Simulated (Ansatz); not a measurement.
# C₂H₆BN: how energies converge with the basis set

The task here is to estimate one member of a computed series from the others.

Program: Ansatz 0.2.0, Gaussian basis. Level of theory: one geometry, several basis sets. These are calculated values, not measurements.

The runs, in order: PBE0-D4/def2-SVP; ωB97M-V/def2-SVP; PBE0-D4/def2-QZVPP; ωB97M-V/def2-QZVPP; the functionals' def2-TZVPP values are taken from earlier runs.

### The geometry

The geometry comes from an earlier relaxation with PBE0-D4 in a triple-zeta def2 set; it is a stationary point, not always the lowest conformer.

10 atoms, charge 0, spin multiplicity 1.

Atoms are counted from 1 here; the program's logs count them from 0.

Bond lengths: B1–C2 1.551 Å, B1–H5 1.195 Å, B1–H6 1.197 Å, C2–C3 1.490 Å, C2–N4 1.281 Å, C3–H7 1.095 Å, C3–H8 1.091 Å, C3–H9 1.094 Å, N4–H10 1.025 Å. Angles: C2–B1–H5 119.7°, C2–B1–H6 119.9°, H5–B1–H6 120.0°, B1–C2–C3 125.5°, B1–C2–N4 114.4°, C3–C2–N4 119.4°, C2–C3–H7 110.2°, C2–C3–H8 110.4°, C2–C3–H9 110.4°, H7–C3–H8 109.2°, H7–C3–H9 106.7°, H8–C3–H9 109.8°, C2–N4–H10 111.6°.

The first run:

The input, in.yaml:

```yaml
crystal:
  periodic: [false, false, false]
  atoms:
    - {symbol: B, position_ang: [-0.858939, 1.003994, -0.545533]}
    - {symbol: C, position_ang: [0.223684, -0.053144, -0.204541]}
    - {symbol: C, position_ang: [0.197505, -0.972905, 0.967731]}
    - {symbol: N, position_ang: [1.287917, 0.031787, -0.912746]}
    - {symbol: H, position_ang: [-1.283734, 1.077844, -1.660514]}
    - {symbol: H, position_ang: [-1.172445, 1.821915, 0.270283]}
    - {symbol: H, position_ang: [-0.619441, -1.694075, 0.865050]}
    - {symbol: H, position_ang: [1.143144, -1.510249, 1.051556]}
    - {symbol: H, position_ang: [0.007283, -0.412030, 1.887612]}
    - {symbol: H, position_ang: [1.158125, 0.655764, -1.715898]}
basis:
  gaussian: {orbitals: def2-SVP}
hamiltonian: {xc: pbe0, dispersion: d4}
output: {orbitals: {seedname: orbitals}}
```

Started as:

```
ansatz run in.yaml --threads 2 --pin off --events-out ev --progress --plain --max-ram 4352MiB
```

Among the steps run: PBE0-D4 in def2-SVP; ωB97M-V in def2-SVP; PBE0-D4 in def2-QZVPP; ωB97M-V in def2-QZVPP.

One table of the session follows, with a row left open; its other results are not shown here.

| functional | basis | HOMO (eV) | LUMO (eV) |
| --- | --- | --- | --- |
| PBE0-D4 | def2-SVP | -7.25 | -1.93 |
| PBE0-D4 | def2-TZVPP | -7.41 | -2.03 |
| PBE0-D4 | def2-QZVPP | -7.44 | -2.06 |
| ωB97M-V | def2-SVP | ? | ? |
| ωB97M-V | def2-TZVPP | -9.75 | -0.06 |
| ωB97M-V | def2-QZVPP | -9.78 | -0.13 |

**Question.** Estimate the row for ωB97M-V, def2-SVP.

The run gave: HOMO (eV): -9.55; LUMO (eV): 0.16. In the column «HOMO (eV)» it lies between ωB97M-V, def2-TZVPP (-9.75) and PBE0-D4, def2-QZVPP (-7.44).
